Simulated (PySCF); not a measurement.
**WOF₂: structure of the singlet**

The task is one start of a wider search on WOF₂: the singlet, from a trigonal pyramidal start. It is relaxed, tested by its Hessian and followed downhill if it is a saddle.

Program: PySCF 2.14.0. Level of theory: PBE0, basis W def2-TZVP with ECP60, O def2-TZVP, F def2-TZVP, scalar-relativistic core potentials, no spin–orbit coupling, density fitting. These are calculated values, not measurements.

## (1) The starting structure

4 atoms, charge 0, spin multiplicity 1.

Bond lengths: W1–O2 1.770 Å, W1–F3 2.010 Å, W1–F4 2.010 Å. Angles: O2–W1–F3 99.8°, O2–W1–F4 99.8°, F3–W1–F4 99.8°.

Coordinates in bohr (charge 0 multiplicity 1):
```
W    -0.3888    0.0774    0.0000
O     0.0000   -3.2447    0.0000
F     1.8821    0.9910   -2.9044
F     1.8822    0.9910    2.9045
```

## (2) The SCF at the typed geometry

The steps below are one call of a driver around PySCF. For each, scf.py gives the equivalent set-up of the SCF; relaxations use the driver's own optimiser. After this first run the driver tries any further starts and a stability analysis.

Contents of scf.py:

```python
from pyscf import gto, scf, dft
mol = gto.M(atom='''
W     -0.205730     0.040980    -0.000010
O      0.000000    -1.717010    -0.000000
F      0.995960     0.524390    -1.536950
F      0.996000     0.524410     1.537000''',
    basis={'W': 'def2-TZVP', 'O': 'def2-TZVP', 'F': 'def2-TZVP'},
    ecp={'W': 'def2-TZVP'},
    charge=0, spin=0)
mf = dft.RKS(mol, xc='PBE0')
mf.grids.atom_grid = (50, 194)
aux = {'W': 'def2-universal-JKFIT', 'O': 'def2-universal-JKFIT', 'F': 'def2-universal-JKFIT'}
mf = mf.density_fit(auxbasis=aux)
mf.conv_tol = 1e-08
mf.diis_space = 10
mf.max_cycle = 60
mf.init_guess = 'minao'
mf.verbose = 4
mf.kernel()
```

The run is started by

```console
> OMP_NUM_THREADS=4 python axn.py task.json out
```

The runs that follow: Trigonal pyramidal start, singlet: relaxation; Is it a minimum? Harmonic modes.

What does the calculation give? Wanted: minimum; geometry; wavenumbers; dipole moment; highest occupied, lowest empty level; polar-tensor charge of W1; zero-point energy; atomisation energy.

As calculated:

```
                                 quantity                                                           value
                                  minimum                                                    singlet, C2v
                                 geometry  W–F 1.831 Å (×2), W–O 1.670 Å; F–W–F 133.5°, F–W–O 113.3° (×2)
                       wavenumbers (cm⁻¹)     131 (b1), 175 (a1), 274 (b2), 718 (a1), 737 (b2), 1100 (a1)
                            dipole moment                                                          1.45 D
     highest occupied, lowest empty level                                                 -6.86, -3.31 eV
                polar-tensor charge of W1                                                         +1.63 e
                        zero-point energy                                                     18.8 kJ/mol
                      entropy at 298.15 K                                                 309.4 J/(mol K)
atomisation energy (no zero-point energy)                                                     1806 kJ/mol
```

In words: From Cs at the start the molecule goes to a C2v minimum. The strongest infrared band lies at 737 cm⁻¹ (b2, stretch). Only this shape and spin were tried, so other structures or states may lie lower. Spin–orbit coupling, left out here, can matter for elements this heavy.
